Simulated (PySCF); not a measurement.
**CCSD/def2-mTZVPP (core potential) run of SnH2F2 (SMILES [F][SnH2][F])**

Aim: the energy change on altering one bond length of SnH2F2 at CCSD/def2-mTZVPP (core potential), from 2 runs. The job is set up through a Python script.

Program for the calculation: PySCF 2.14.0.

4 further runs of the same task are left out: 2 that didn't finish, 2 set aside as unsound or not needed.

### Step 1. Starting point

The species is SnH2F2 (5 atoms), meant as a singlet with charge 0. As SMILES, `[F][SnH2][F]`. The coordinates come from a PBE0-D4/def2-TZVP relaxation.

Bond lengths: F1–Sn2 1.909 Å, Sn2–F3 1.909 Å, Sn2–H4 1.692 Å, Sn2–H5 1.692 Å. Angles: F1–Sn2–F3 103.3°, F1–Sn2–H4 107.1°, F1–Sn2–H5 107.1°, F3–Sn2–H4 107.1°, F3–Sn2–H5 107.1°, H4–Sn2–H5 123.6°.

### Step 2. The energy at CCSD/def2-mTZVPP (core potential)

File start.xyz:

```xyz
5

F     -0.343500    -0.356300     1.741400
Sn     0.128900    -0.073200    -0.086200
F     -1.231200     1.110700    -0.712400
H     -0.087400    -1.547100    -0.889100
H      1.583200     0.792100    -0.095000
```

File input.py:

```python
from pyscf import gto, cc

molecule = gto.Mole()
molecule.atom = 'start.xyz'
molecule.symmetry = True
molecule.max_memory = 1860
molecule.verbose = 4
molecule.ecp = {'Sn': 'def2-svp'}
molecule.basis = 'def2-mtzvpp'
molecule.build()

mf = molecule.RHF()
mf.kernel()

mycc = cc.CCSD(mf)
mycc.kernel()
e_tot = mycc.e_tot
print('Final energy', e_tot)
dip = mf.dip_moment()
pop, q = mf.mulliken_pop()
```

Started as:

```sh
$ OMP_NUM_THREADS=1 python input.py
```

Standard output:

```text
PySCF version 2.14.0

[INPUT] num. atoms = 5
[INPUT] num. electrons = 42
[INPUT] charge = 0
[INPUT] spin (= nelec alpha-beta = 2S) = 0
[INPUT] symmetry True subgroup None
[INPUT] Mole.unit = angstrom
[INPUT] Symbol           X                Y                Z      unit          X                Y                Z       unit  Magmom
[INPUT]  1 F     -0.343500000000  -0.356300000000   1.741400000000 AA   -0.649120923788  -0.673309418183   3.290769073318 Bohr   0.0
[INPUT]  2 Sn     0.128900000000  -0.073200000000  -0.086200000000 AA    0.243585697456  -0.138327952318  -0.162894391938 Bohr   0.0
[INPUT]  3 F     -1.231200000000   1.110700000000  -0.712400000000 AA   -2.326630804565   2.098918806554  -1.346240891140 Bohr   0.0
[INPUT]  4 H     -0.087400000000  -1.547100000000  -0.889100000000 AA   -0.165162063287  -2.923595287315  -1.680155497351 Bohr   0.0
[INPUT]  5 H      1.583200000000   0.792100000000  -0.095000000000 AA    2.991814400411   1.496852063268  -0.179523981834 Bohr   0.0

nuclear repulsion = 144.609737094107
point group symmetry = C1
symmetry origin: [0. 0. 0.]
symmetry axis x: [1. 0. 0.]
symmetry axis y: [0. 1. 0.]
symmetry axis z: [0. 0. 1.]
num. orbitals of irrep A = 94
number of shells = 40
number of NR pGTOs = 169
number of NR cGTOs = 94
basis = def2-mtzvpp
ecp = {'Sn': 'def2-svp'}

******** <class 'pyscf.scf.hf.RHF'> ********
method = RHF
initial guess = minao
damping factor = 0
level_shift factor = 0
DIIS = <class 'pyscf.scf.diis.CDIIS'>
diis_start_cycle = 1
diis_space = 8
diis_damp = 0
SCF conv_tol = 1e-09
SCF conv_tol_grad = None
SCF max_cycles = 50
direct_scf = True
direct_scf_tol = 1e-13
Set gradient conv threshold to 3.16228e-05
Initial guess from minao.
init E= -375.666990510087
  HOMO = -0.79612183980489  LUMO = -0.443536755451987  gap/eV = 9.59433
cycle= 1 E= -413.046241015399  delta_E= -37.4  |g|=    2  |ddm|= 31.7
  HOMO = -0.418563851364068  LUMO = 0.0907553346704159  gap/eV = 13.85928
cycle= 2 E= -413.43954126802  delta_E= -0.393  |g|= 0.844  |ddm|= 3.66
  HOMO = -0.490638515765731  LUMO = 0.0643710291398825  gap/eV = 15.10258
cycle= 3 E= -413.518418759494  delta_E= -0.0789  |g|= 0.0946  |ddm|= 0.763
  HOMO = -0.491183671302096  LUMO = 0.0647762547527687  gap/eV = 15.12844
cycle= 4 E= -413.519873717917  delta_E= -0.00145  |g|= 0.0282  |ddm|= 0.129
  HOMO = -0.491173248048277  LUMO = 0.0648648790722003  gap/eV = 15.13057
cycle= 5 E= -413.520010089592  delta_E= -0.000136  |g|= 0.00754  |ddm|= 0.0293
  HOMO = -0.491492983319187  LUMO = 0.0647616945808664  gap/eV = 15.13646
cycle= 6 E= -413.520029911558  delta_E= -1.98e-05  |g|= 0.000604  |ddm|= 0.0184
  HOMO = -0.491479091941681  LUMO = 0.0647695506736832  gap/eV = 15.13630
cycle= 7 E= -413.520030117229  delta_E= -2.06e-07  |g|= 0.000185  |ddm|= 0.00135
  HOMO = -0.491458997770255  LUMO = 0.0647789241760926  gap/eV = 15.13600
cycle= 8 E= -413.52003014173  delta_E= -2.45e-08  |g|= 5.42e-05  |ddm|= 0.000356
  HOMO = -0.491456662742191  LUMO = 0.0647797271121003  gap/eV = 15.13596
cycle= 9 E= -413.520030143982  delta_E= -2.25e-09  |g|= 8.77e-06  |ddm|= 0.000114
  HOMO = -0.491456356033794  LUMO = 0.0647799160785089  gap/eV = 15.13596
cycle= 10 E= -413.520030144027  delta_E= -4.57e-11  |g|= 1.36e-06  |ddm|= 1.56e-05
  HOMO = -0.491456368874925  LUMO = 0.0647799534164265  gap/eV = 15.13596
Extra cycle  E= -413.520030144027  delta_E= 4.55e-13  |g|= 5.85e-07  |ddm|= 1.57e-06
converged SCF energy = -413.520030144027

******** <class 'pyscf.cc.ccsd.CCSD'> ********
CC2 = 0
CCSD nocc = 21, nmo = 94
max_cycle = 50
direct = 0
conv_tol = 1e-07
conv_tol_normt = 1e-05
diis_space = 6
diis_start_cycle = 0
diis_start_energy_diff = 1e+09
Init t2, MP2 energy = -414.184395131702  E_corr(MP2) -0.664364987675512
Init E_corr(CCSD) = -0.664364987675649
cycle = 1  E_corr(CCSD) = -0.65069289742174  dE = 0.0136720903  norm(t1,t2) = 0.0758631
cycle = 2  E_corr(CCSD) = -0.67057298423751  dE = -0.0198800868  norm(t1,t2) = 0.0246531
cycle = 3  E_corr(CCSD) = -0.669632358616466  dE = 0.000940625621  norm(t1,t2) = 0.0151378
cycle = 4  E_corr(CCSD) = -0.671718445139132  dE = -0.00208608652  norm(t1,t2) = 0.00494585
cycle = 5  E_corr(CCSD) = -0.671900213681411  dE = -0.000181768542  norm(t1,t2) = 0.00110457
cycle = 6  E_corr(CCSD) = -0.671826784837318  dE = 7.34288441e-05  norm(t1,t2) = 0.000410567
cycle = 7  E_corr(CCSD) = -0.671793175634646  dE = 3.36092027e-05  norm(t1,t2) = 0.000133263
cycle = 8  E_corr(CCSD) = -0.671796467615309  dE = -3.29198066e-06  norm(t1,t2) = 4.21304e-05
cycle = 9  E_corr(CCSD) = -0.671799396840898  dE = -2.92922559e-06  norm(t1,t2) = 1.69517e-05
cycle = 10  E_corr(CCSD) = -0.671798564586897  dE = 8.32254001e-07  norm(t1,t2) = 5.51059e-06
cycle = 11  E_corr(CCSD) = -0.671798691243958  dE = -1.26657061e-07  norm(t1,t2) = 2.10086e-06
cycle = 12  E_corr(CCSD) = -0.671798704589326  dE = -1.33453687e-08  norm(t1,t2) = 9.48223e-07
CCSD converged
E(CCSD) = -414.1918288486162  E_corr = -0.6717987045893262
Final energy -414.19182884861624
Dipole moment(X, Y, Z, Debye):  2.92550, -1.43805, -1.91777
 ** Mulliken pop  **
pop of  0 F 1s            0.77345
pop of  0 F 2s            1.20021
pop of  0 F 3s            0.59583
pop of  0 F 4s            0.98238
pop of  0 F 5s            0.44299
pop of  0 F 2px           0.76751
pop of  0 F 2py           0.77252
pop of  0 F 2pz           0.69014
pop of  0 F 3px           0.76685
pop of  0 F 3py           0.76947
pop of  0 F 3pz           0.73069
pop of  0 F 4px           0.42432
pop of  0 F 4py           0.42570
pop of  0 F 4pz           0.39903
pop of  0 F 3dxy          0.00007
pop of  0 F 3dyz          0.00069
pop of  0 F 3dz^2         0.00149
pop of  0 F 3dxz          0.00080
pop of  0 F 3dx2-y2       0.00006
pop of  0 F 4dxy         -0.00000
pop of  0 F 4dyz          0.00142
pop of  0 F 4dz^2         0.00263
pop of  0 F 4dxz          0.00190
pop of  0 F 4dx2-y2       0.00013
pop of  1 Sn 4s           0.27349
pop of  1 Sn 5s          -0.74025
pop of  1 Sn 6s           1.48874
pop of  1 Sn 7s           0.96942
pop of  1 Sn 8s           0.73084
pop of  1 Sn 9s           0.25962
pop of  1 Sn 4px         -0.13377
pop of  1 Sn 4py         -0.13424
pop of  1 Sn 4pz         -0.13277
pop of  1 Sn 5px          2.12229
pop of  1 Sn 5py          2.12346
pop of  1 Sn 5pz          2.11974
pop of  1 Sn 6px          0.22540
pop of  1 Sn 6py          0.25245
pop of  1 Sn 6pz          0.17125
pop of  1 Sn 7px          0.20754
pop of  1 Sn 7py          0.26261
pop of  1 Sn 7pz          0.06821
pop of  1 Sn 8px          0.02653
pop of  1 Sn 8py          0.03914
pop of  1 Sn 8pz          0.01373
pop of  1 Sn 4dxy         1.79684
pop of  1 Sn 4dyz         1.80104
pop of  1 Sn 4dz^2        1.80336
pop of  1 Sn 4dxz         1.79863
pop of  1 Sn 4dx2-y2      1.79711
pop of  1 Sn 5dxy         0.21747
pop of  1 Sn 5dyz         0.21363
pop of  1 Sn 5dz^2        0.21394
pop of  1 Sn 5dxz         0.20803
pop of  1 Sn 5dx2-y2      0.21409
pop of  1 Sn 6dxy         0.01550
pop of  1 Sn 6dyz         0.02386
pop of  1 Sn 6dz^2        0.00792
pop of  1 Sn 6dxz         0.00767
pop of  1 Sn 6dx2-y2      0.02962
pop of  2 F 1s            0.77345
pop of  2 F 2s            1.20021
pop of  2 F 3s            0.59583
pop of  2 F 4s            0.98237
pop of  2 F 5s            0.44300
pop of  2 F 2px           0.72820
pop of  2 F 2py           0.74058
pop of  2 F 2pz           0.76138
pop of  2 F 3px           0.74828
pop of  2 F 3py           0.75439
pop of  2 F 3pz           0.76433
pop of  2 F 4px           0.40947
pop of  2 F 4py           0.41363
pop of  2 F 4pz           0.42597
pop of  2 F 3dxy          0.00110
pop of  2 F 3dyz          0.00043
pop of  2 F 3dz^2         0.00039
pop of  2 F 3dxz          0.00056
pop of  2 F 3dx2-y2       0.00063
pop of  2 F 4dxy          0.00188
pop of  2 F 4dyz          0.00119
pop of  2 F 4dz^2         0.00047
pop of  2 F 4dxz          0.00170
pop of  2 F 4dx2-y2       0.00083
pop of  3 H 1s            0.45944
pop of  3 H 2s            0.60175
pop of  3 H 2px           0.00044
pop of  3 H 2py           0.00532
pop of  3 H 2pz           0.00169
pop of  4 H 1s            0.45944
pop of  4 H 2s            0.60175
pop of  4 H 2px           0.00507
pop of  4 H 2py           0.00213
pop of  4 H 2pz           0.00024
 ** Mulliken atomic charges  **
charge of    0F =     -0.75027
charge of    1Sn =      1.63783
charge of    2F =     -0.75028
charge of    3H =     -0.06864
charge of    4H =     -0.06864
```

Run time: 84 s. Hardware: 1 thread of Arm Neoverse V1, shared host; peak memory 0.82 GiB.

### Step 3. The distorted shape, same level

File input.xyz:

```xyz
5

F     -0.579700    -0.497850     2.655200
Sn     0.128900    -0.073200    -0.086200
F     -1.231200     1.110700    -0.712400
H     -0.087400    -1.547100    -0.889100
H      1.583200     0.792100    -0.095000
```

File job.py:

```python
from pyscf import gto, scf, cc

mol = gto.M(
    atom='input.xyz',
    symmetry=True,
    basis='def2-mtzvpp',
    verbose=4,
    max_memory=1860,
    ecp={'Sn': 'def2-svp'},
    charge=0,
)

calc0 = scf.RHF(mol)
calc0.kernel()

mycc = cc.CCSD(calc0)
mycc.kernel()
etot = mycc.e_tot
print('E(%s) = %.9f' % ('CCSD', etot))
dip = calc0.dip_moment()
pop, q = calc0.mulliken_pop()
```

Started as:

```sh
$ OMP_NUM_THREADS=1 python job.py
```

Standard output:

```text
PySCF version 2.14.0

[INPUT] num. atoms = 5
[INPUT] num. electrons = 42
[INPUT] charge = 0
[INPUT] spin (= nelec alpha-beta = 2S) = 0
[INPUT] symmetry True subgroup None
[INPUT] Mole.unit = angstrom
[INPUT] Symbol           X                Y                Z      unit          X                Y                Z       unit  Magmom
[INPUT]  1 F     -0.579700000000  -0.497850000000   2.655200000000 AA   -1.095474234410  -0.940800151115   5.017600805945 Bohr   0.0
[INPUT]  2 Sn     0.128900000000  -0.073200000000  -0.086200000000 AA    0.243585697456  -0.138327952318  -0.162894391938 Bohr   0.0
[INPUT]  3 F     -1.231200000000   1.110700000000  -0.712400000000 AA   -2.326630804565   2.098918806554  -1.346240891140 Bohr   0.0
[INPUT]  4 H     -0.087400000000  -1.547100000000  -0.889100000000 AA   -0.165162063287  -2.923595287315  -1.680155497351 Bohr   0.0
[INPUT]  5 H      1.583200000000   0.792100000000  -0.095000000000 AA    2.991814400411   1.496852063268  -0.179523981834 Bohr   0.0

nuclear repulsion = 122.576254435234
point group symmetry = C1
symmetry origin: [0. 0. 0.]
symmetry axis x: [1. 0. 0.]
symmetry axis y: [0. 1. 0.]
symmetry axis z: [0. 0. 1.]
num. orbitals of irrep A = 94
number of shells = 40
number of NR pGTOs = 169
number of NR cGTOs = 94
basis = def2-mtzvpp
ecp = {'Sn': 'def2-svp'}

******** <class 'pyscf.scf.hf.RHF'> ********
method = RHF
initial guess = minao
damping factor = 0
level_shift factor = 0
DIIS = <class 'pyscf.scf.diis.CDIIS'>
diis_start_cycle = 1
diis_space = 8
diis_damp = 0
SCF conv_tol = 1e-09
SCF conv_tol_grad = None
SCF max_cycles = 50
direct_scf = True
direct_scf_tol = 1e-13
Set gradient conv threshold to 3.16228e-05
[... 1 set-up line as earlier in the session ...]
init E= -375.350592772423
  HOMO = -0.804467528749679  LUMO = -0.565806544160775  gap/eV = 6.49430
cycle= 1 E= -412.921062971761  delta_E= -37.6  |g|=    2  |ddm|= 31.3
  HOMO = -0.253204425868734  LUMO = 0.0246806030293278  gap/eV = 7.56164
cycle= 2 E= -413.288727229203  delta_E= -0.368  |g|= 0.93  |ddm|= 3.54
  HOMO = -0.477061645727705  LUMO = -0.0390543712115878  gap/eV = 11.91879
cycle= 3 E= -413.385772521868  delta_E= -0.097  |g|=  0.2  |ddm|= 0.745
  HOMO = -0.422523607599653  LUMO = -0.036359715829871  gap/eV = 10.50805
cycle= 4 E= -413.391076249153  delta_E= -0.0053  |g|= 0.0883  |ddm|= 0.134
  HOMO = -0.440458772056818  LUMO = -0.0339699384188421  gap/eV = 11.06112
cycle= 5 E= -413.392222807879  delta_E= -0.00115  |g|= 0.00963  |ddm|= 0.0642
  HOMO = -0.440202348196884  LUMO = -0.0329862331010808  gap/eV = 11.08091
cycle= 6 E= -413.392307905083  delta_E= -8.51e-05  |g|= 0.00456  |ddm|= 0.03
  HOMO = -0.440443470311131  LUMO = -0.0328666963605428  gap/eV = 11.09073
cycle= 7 E= -413.392317091216  delta_E= -9.19e-06  |g|= 0.00222  |ddm|= 0.00522
  HOMO = -0.440336508077099  LUMO = -0.0326726917522429  gap/eV = 11.09310
cycle= 8 E= -413.39232133178  delta_E= -4.24e-06  |g|= 0.000438  |ddm|= 0.00512
  HOMO = -0.440242900595461  LUMO = -0.0326139957621692  gap/eV = 11.09215
cycle= 9 E= -413.392321563163  delta_E= -2.31e-07  |g|= 0.000116  |ddm|= 0.00134
  HOMO = -0.440249518455882  LUMO = -0.0326180223467674  gap/eV = 11.09222
cycle= 10 E= -413.392321573001  delta_E= -9.84e-09  |g|= 3.22e-05  |ddm|= 0.000233
  HOMO = -0.440246586437031  LUMO = -0.0326171657097873  gap/eV = 11.09216
cycle= 11 E= -413.392321573945  delta_E= -9.44e-10  |g|= 8.18e-06  |ddm|= 7.42e-05
  HOMO = -0.44024650568501  LUMO = -0.0326173054073173  gap/eV = 11.09216
Extra cycle  E= -413.392321573987  delta_E= -4.26e-11  |g|= 4.01e-06  |ddm|= 9.4e-06
converged SCF energy = -413.392321573987

******** <class 'pyscf.cc.ccsd.CCSD'> ********
CC2 = 0
CCSD nocc = 21, nmo = 94
max_cycle = 50
direct = 0
conv_tol = 1e-07
conv_tol_normt = 1e-05
diis_space = 6
diis_start_cycle = 0
diis_start_energy_diff = 1e+09
Init t2, MP2 energy = -414.072407826224  E_corr(MP2) -0.68008625223665
Init E_corr(CCSD) = -0.680086252243973
cycle = 1  E_corr(CCSD) = -0.65573931048886  dE = 0.0243469418  norm(t1,t2) = 0.119417
cycle = 2  E_corr(CCSD) = -0.685569754712771  dE = -0.0298304442  norm(t1,t2) = 0.0702327
cycle = 3  E_corr(CCSD) = -0.681358820239032  dE = 0.00421093447  norm(t1,t2) = 0.0669827
cycle = 4  E_corr(CCSD) = -0.683198925539417  dE = -0.0018401053  norm(t1,t2) = 0.0158215
cycle = 5  E_corr(CCSD) = -0.684984355722446  dE = -0.00178543018  norm(t1,t2) = 0.00791824
cycle = 6  E_corr(CCSD) = -0.684884645557596  dE = 9.97101648e-05  norm(t1,t2) = 0.00328658
cycle = 7  E_corr(CCSD) = -0.684576155470286  dE = 0.000308490087  norm(t1,t2) = 0.00166894
cycle = 8  E_corr(CCSD) = -0.684516777261924  dE = 5.93782084e-05  norm(t1,t2) = 0.000642422
cycle = 9  E_corr(CCSD) = -0.684564339732757  dE = -4.75624708e-05  norm(t1,t2) = 0.000270758
cycle = 10  E_corr(CCSD) = -0.684575923971644  dE = -1.15842389e-05  norm(t1,t2) = 0.000162516
cycle = 11  E_corr(CCSD) = -0.684575202617975  dE = 7.21353669e-07  norm(t1,t2) = 6.7875e-05
cycle = 12  E_corr(CCSD) = -0.684580401923287  dE = -5.19930531e-06  norm(t1,t2) = 3.17929e-05
cycle = 13  E_corr(CCSD) = -0.6845809497819  dE = -5.47858612e-07  norm(t1,t2) = 1.77378e-05
cycle = 14  E_corr(CCSD) = -0.684581280628826  dE = -3.30846926e-07  norm(t1,t2) = 1.00519e-05
cycle = 15  E_corr(CCSD) = -0.684581258116818  dE = 2.2512008e-08  norm(t1,t2) = 6.05083e-06
CCSD converged
E(CCSD) = -414.0769028321041  E_corr = -0.6845812581168176
E(CCSD) = -414.076902832
Dipole moment(X, Y, Z, Debye):  4.27288, -0.65584, -7.05617
 ** Mulliken pop  **
pop of  0 F 1s            0.77366
pop of  0 F 2s            1.20004
pop of  0 F 3s            0.60828
pop of  0 F 4s            0.96421
pop of  0 F 5s            0.44910
pop of  0 F 2px           0.77004
pop of  0 F 2py           0.77600
pop of  0 F 2pz           0.65943
pop of  0 F 3px           0.74471
pop of  0 F 3py           0.74902
pop of  0 F 3pz           0.66595
pop of  0 F 4px           0.45775
pop of  0 F 4py           0.45700
pop of  0 F 4pz           0.47188
pop of  0 F 3dxy          0.00000
pop of  0 F 3dyz          0.00005
pop of  0 F 3dz^2         0.00014
pop of  0 F 3dxz          0.00006
pop of  0 F 3dx2-y2       0.00000
pop of  0 F 4dxy          0.00006
pop of  0 F 4dyz          0.00065
pop of  0 F 4dz^2         0.00265
pop of  0 F 4dxz          0.00100
pop of  0 F 4dx2-y2       0.00006
pop of  1 Sn 4s           0.27525
pop of  1 Sn 5s          -0.74479
pop of  1 Sn 6s           1.49531
pop of  1 Sn 7s           0.96585
pop of  1 Sn 8s           0.82251
pop of  1 Sn 9s           0.28720
pop of  1 Sn 4px         -0.13385
pop of  1 Sn 4py         -0.13457
pop of  1 Sn 4pz         -0.13117
pop of  1 Sn 5px          2.12314
pop of  1 Sn 5py          2.12501
pop of  1 Sn 5pz          2.11555
pop of  1 Sn 6px          0.22955
pop of  1 Sn 6py          0.27072
pop of  1 Sn 6pz          0.09010
pop of  1 Sn 7px          0.20616
pop of  1 Sn 7py          0.27404
pop of  1 Sn 7pz          0.14083
pop of  1 Sn 8px          0.02218
pop of  1 Sn 8py          0.03010
pop of  1 Sn 8pz          0.01862
pop of  1 Sn 4dxy         1.79918
pop of  1 Sn 4dyz         1.79898
pop of  1 Sn 4dz^2        1.79800
pop of  1 Sn 4dxz         1.79818
pop of  1 Sn 4dx2-y2      1.80004
pop of  1 Sn 5dxy         0.21581
pop of  1 Sn 5dyz         0.20887
pop of  1 Sn 5dz^2        0.20551
pop of  1 Sn 5dxz         0.20246
pop of  1 Sn 5dx2-y2      0.21236
pop of  1 Sn 6dxy         0.01249
pop of  1 Sn 6dyz         0.02620
pop of  1 Sn 6dz^2        0.02704
pop of  1 Sn 6dxz         0.01132
pop of  1 Sn 6dx2-y2      0.02722
pop of  2 F 1s            0.77356
pop of  2 F 2s            1.20007
pop of  2 F 3s            0.59847
pop of  2 F 4s            0.98382
pop of  2 F 5s            0.44214
pop of  2 F 2px           0.72925
pop of  2 F 2py           0.74021
pop of  2 F 2pz           0.75444
pop of  2 F 3px           0.74903
pop of  2 F 3py           0.75378
pop of  2 F 3pz           0.75798
pop of  2 F 4px           0.39943
pop of  2 F 4py           0.40459
pop of  2 F 4pz           0.42482
pop of  2 F 3dxy          0.00118
pop of  2 F 3dyz          0.00048
pop of  2 F 3dz^2         0.00041
pop of  2 F 3dxz          0.00061
pop of  2 F 3dx2-y2       0.00068
pop of  2 F 4dxy          0.00218
pop of  2 F 4dyz          0.00198
pop of  2 F 4dz^2         0.00075
pop of  2 F 4dxz          0.00240
pop of  2 F 4dx2-y2       0.00100
pop of  3 H 1s            0.44682
pop of  3 H 2s            0.56192
pop of  3 H 2px           0.00044
pop of  3 H 2py           0.00573
pop of  3 H 2pz           0.00189
pop of  4 H 1s            0.44682
pop of  4 H 2s            0.56192
pop of  4 H 2px           0.00556
pop of  4 H 2py           0.00230
pop of  4 H 2pz           0.00021
 ** Mulliken atomic charges  **
charge of    0F =     -0.75175
charge of    1Sn =      1.50862
charge of    2F =     -0.72326
charge of    3H =     -0.01680
charge of    4H =     -0.01680
```

Wall time 1.7 min (1 thread of Arm Neoverse V1, shared host); peak memory 0.81 GiB.

### Step 4. What came out

At CCSD/def2-mTZVPP (core potential):

| quantity | value |
| --- | --- |
| first shape: total energy | -414.19183 Eh |
| first shape: dipole moment (Hartree–Fock density) | 3.78 D |
| first shape: HOMO energy (Hartree–Fock orbitals) | -13.37 eV |
| first shape: LUMO energy (Hartree–Fock orbitals) | 1.76 eV |
| first shape: HOMO–LUMO gap (Hartree–Fock orbitals) | 15.14 eV |
| first shape: correlation energy | -671.8 mEh |
| first shape: T1 diagnostic | 0.011 |
| distorted shape: total energy | -414.07690 Eh |
| distorted shape: dipole moment (Hartree–Fock density) | 8.28 D |
| distorted shape: HOMO energy (Hartree–Fock orbitals) | -11.98 eV |
| distorted shape: LUMO energy (Hartree–Fock orbitals) | -0.89 eV |
| distorted shape: HOMO–LUMO gap (Hartree–Fock orbitals) | 11.09 eV |
| distorted shape: correlation energy | -684.6 mEh |
| distorted shape: T1 diagnostic | 0.021 |
| energy change with the F1–Sn2 bond stretched from 1.909 to 2.863 Å | 3.127 eV |

With the F1–Sn2 bond stretched from 1.909 to 2.863 Å the energy rises by 3.13 eV (302 kJ/mol). The first shape isn't relaxed at this level, so the change isn't measured from a minimum. The T1 diagnostic (distorted shape) of 0.021 is above the customary mark for such species, so a single reference may not serve.
